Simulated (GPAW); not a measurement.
In3Se:

```xyz
4
Lattice="4.8038 0.0000 0.0000 0.0000 4.8038 0.0000 0.0000 0.0000 4.8038" Properties=species:S:1:pos:R:3 pbc="T T T"
In    2.4019    2.4019    0.0000
In    2.4019    0.0000    2.4019
In    0.0000    2.4019    2.4019
Se    0.0000    0.0000    0.0000
```

The cell comes from a database or a generator and needn't be the stable form of this composition.

Base run:

- Program: GPAW 26.7.0
- Functional: LDA
- Potentials or basis: the program's PAW data sets (release 1.2.1) made for this functional
- Cutoff: 450 eV
- Basis: pw
- k mesh: 5 × 5 × 5
- Occupations: fermi-dirac, width 0.05 eV
- Spin: no spin polarisation

Its results: band gap on the k mesh none (metal or under the smearing width); pressure -5.7 GPa.

Question: The run is repeated on the same cell with these changes: functional from LDA to PBE; potentials or basis from the program's PAW data sets (release 1.2.1) made for this functional to GPAW PAW data sets (gpaw-data 1.2.1). What comes out?

Answer: Band gap on the k mesh none (metal or under the smearing width); pressure -1.6 GPa.

Caveats: the cutoff is short for stress and forces, so pressures can be off by a GPa or more.
